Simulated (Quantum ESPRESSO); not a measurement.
Write the native input for Quantum ESPRESSO 7.5 that does the following.

```
Task                : single point
Functional          : PBE
Potentials or basis : SSSP 1.3 efficiency PBE
Cutoff              : 816 eV
Density cutoff      : 5987 eV
k mesh              : 10 × 10 × 10
Occupations         : fermi-dirac, width 0.05 eV
Spin                : no spin polarisation
Mixing beta         : 0.5
Most SCF iterations : 120
SCF threshold       : 4e-10 Ry
```

The system is HfB.

```
Hf B
1.0
     0.00000    2.31000    2.31000
     2.31000    0.00000    2.31000
     2.31000    2.31000    0.00000
Hf B
1 1
Cartesian
  2.3100 2.3100 2.3100
  0.0000 0.0000 0.0000
```

These files were run (other wordings do the same):

pw.in

```
&CONTROL
  calculation = 'scf'
  prefix = 'pwscf'
  outdir = './tmp'
  pseudo_dir = './pseudo'
  tprnfor = .true.
  tstress = .true.
  disk_io = 'low'
/
&SYSTEM
  ibrav = 0
  nat = 2
  ntyp = 2
  ecutwfc = 60
  ecutrho = 440
  nbnd = 13
  occupations = 'smearing'
  smearing = 'fd'
  degauss = 0.00367493
/
&ELECTRONS
  conv_thr = 4d-10
  electron_maxstep = 120
  mixing_beta = 0.5
/
ATOMIC_SPECIES
Hf   178.4900 Hf-sp.oncvpsp.upf
B     10.8100 b_pbe_v1.4.uspp.F.UPF
CELL_PARAMETERS angstrom
   0.0000000000    2.3100000000    2.3100000000
   2.3100000000    0.0000000000    2.3100000000
   2.3100000000    2.3100000000    0.0000000000
ATOMIC_POSITIONS crystal
Hf     0.5000000000    0.5000000000    0.5000000000
B      0.0000000000    0.0000000000    0.0000000000
K_POINTS automatic
10 10 10 0 0 0
```

pp_density.in

```
&INPUTPP
  prefix = 'pwscf'
  outdir = './tmp'
  filplot = 'density.dat'
  plot_num = 0
/
&PLOT
  nfile = 1
  filepp(1) = 'density.dat'
  iflag = 3
  output_format = 6
  fileout = 'density.cube'
/
```

pp_potential.in

```
&INPUTPP
  prefix = 'pwscf'
  outdir = './tmp'
  filplot = 'potential.dat'
  plot_num = 11
/
&PLOT
  nfile = 1
  filepp(1) = 'potential.dat'
  iflag = 3
  output_format = 6
  fileout = 'potential.cube'
/
```

Potentials or basis: SSSP 1.3 efficiency PBE.

Launch:

```sh
$ OMP_NUM_THREADS=1 pw.x -in pw.in > pw.out
$ OMP_NUM_THREADS=1 pp.x -in pp_density.in > pp_density.out
$ OMP_NUM_THREADS=1 pp.x -in pp_potential.in > pp_potential.out
```

It gave:

- Pressure: 30.7 GPa
- Band gap on the k mesh: none (metal or under the smearing width)

Caveat: a pressure of tens of GPa on the cell as given is suspect, and the run, the potentials or the cell itself is likely at fault.

Run time: 35 s on 1 thread of AMD EPYC 7R43 64-Core Processor (Zen 3), with other jobs on the host, peak memory 0.11 GiB.
